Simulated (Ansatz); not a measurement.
The system is CoCl2O2.

```
Co Cl O
1.0
     3.58087   -3.92695    0.00000
     3.58087    3.92695    0.00000
    -0.42040    0.00000    3.45761
Co Cl O
1 2 2
Direct
  0.00000 0.00000 0.00000
  0.76552 0.76552 0.42794
  0.23448 0.23448 0.57206
  0.79184 0.20816 0.00000
  0.20816 0.79184 0.00000
```

The cell comes from a database or a generator and needn't be the stable form of this composition.

* Program: Ansatz 0.2.0
* Task: relaxation of cell and atoms
* Functional: LDA
* Potentials or basis: Ansatz PAW
* Cutoff: 420 eV (not typed: the program's choice for these potentials)
* k mesh: 5 × 5 × 8
* Occupations: fermi-dirac, width 0.05 eV
* Spin: collinear spin, ferromagnetic start
* Starting moments: [2.0, 0.0, 0.0, 0.0, 0.0] μB

At the start: volume 19.45 Å³/atom.

Problem. Where does the relaxation end?

Solution. It ends after 19 steps and the volume is 12.61 Å³/atom (-35.2 %); space group Cmmm (No. 65, to 0.05 Å); moment 0.77 μB per cell.

Step by step:
| step | energy change (eV) | largest force (eV/Å) | volume (Å³) |
| --- | --- | --- | --- |
| 1 | 0.0000 | 1.4056 | 97.24 |
| 2 | -0.3052 | 0.3798 | 85.22 |
| 3 | -0.4205 | 0.8532 | 75.35 |
| 4 | -0.4539 | 0.6043 | 73.95 |
| 5 | -0.5233 | 0.1491 | 69.66 |
| 6 | -0.5485 | 0.1806 | 66.68 |
| 7 | -0.5581 | 0.0724 | 66.99 |
| 8 | -0.5706 | 0.1204 | 65.70 |
| 9 | -0.5809 | 0.2494 | 64.06 |
| 10 | -0.5847 | 0.1337 | 63.48 |
| 11 | -0.5845 | 0.0021 | 63.94 |
| 12 | -0.5845 | 0.0029 | 63.96 |
| 13 | -0.5627 | 0.0103 | 63.96 |
| 14 | -0.5680 | 0.0191 | 62.94 |
| 15 | -0.5672 | 0.0217 | 63.16 |
| 16 | -0.5674 | 0.0009 | 63.12 |
| 17 | -0.5643 | 0.0008 | 63.12 |
| 18 | -0.5647 | 0.0006 | 63.03 |
| 19 | -0.5643 | 0.0007 | 63.03 |

Final structure:
```
Co Cl O
1.0
     3.12075   -3.04925    0.17698
     3.12075    3.04925    0.17698
    -0.19549    0.00000    3.30079
Co Cl O
1 2 2
Cartesian
  0.0000 0.0000 0.0000
  4.5782 0.0000 1.9113
  1.4678 0.0000 1.7434
  3.1207 -1.3885 0.1770
  3.1207 1.3885 0.1770
```

Caveat: the volume moved by over 15 % at a fixed basis, so the end points are rough; the plane-wave basis is chosen anew once the cell has moved, so the energies of steps on either side of that aren't comparable; the pressure holds a Pulay correction of +0.6 GPa for the finite cutoff; a cell with one magnetic atom can't hold antiferromagnetic order, which such compounds often take; the PAW data sets come from PBE, with cores solved anew for the run's functional, which leaves a small shift of forces and pressure.
